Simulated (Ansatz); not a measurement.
# CH2BMgN: the cost of one run

All numbers below are computed with Ansatz 0.2.0 (RKS PBE0-D4/6-31G*).

**1. The system as given**

Bond lengths: Mg1–C2 2.092 Å, C2–B3 1.553 Å, C2–N4 1.299 Å, B3–N4 1.425 Å, Mg1–H5 1.680 Å, N4–H6 1.026 Å. Angles: Mg1–C2–B3 160.0°, Mg1–C2–N4 100.8°, B3–C2–N4 59.2°, C2–Mg1–H5 126.0°, C2–B3–N4 51.5°, C2–N4–B3 69.3°, C2–N4–H6 131.6°, B3–N4–H6 159.1°.

Coordinates:

```xyz
6

Mg   -0.9201    1.0246   -0.9861
C    -0.5422    0.2308    0.9116
B     0.1107   -0.6214    2.0331
N     0.4609   -0.5527    0.6534
H    -0.0733    0.6685   -2.3927
H     0.9639   -0.7498   -0.2194
```

**2. Relaxing end A**

The input, input.yaml:

```yaml
crystal:
  periodic: [false, false, false]
  atoms:
    - { symbol: Mg, position_ang: [-0.92011, 1.02457, -0.98613] }
    - { symbol: C, position_ang: [-0.54217, 0.23078, 0.91163] }
    - { symbol: B, position_ang: [0.11072, -0.6214, 2.03314] }
    - { symbol: "N", position_ang: [0.46093, -0.55268, 0.65338] }
    - { symbol: H, position_ang: [-0.07331, 0.6685, -2.39267] }
    - { symbol: H, position_ang: [0.96394, -0.74977, -0.21936] }
basis:
  gaussian: { orbitals: "6-31G*" }
hamiltonian:
  xc: pbe0
  dispersion: d4
relax:
  f_tol: 0.015
  max_steps: 40
output:
  orbitals: {}
```

Run with:

```sh
$ ansatz run input.yaml --threads 1 --pin off --max-ram 2048MiB --backend cpu --events-out ev --progress --plain --runs-dir out
```

**Question.** How long does this run take on 1 thread of Arm Neoverse N1, shared host, and how much memory does it need?

About 2.2 min, with a peak of 0.17 GiB.
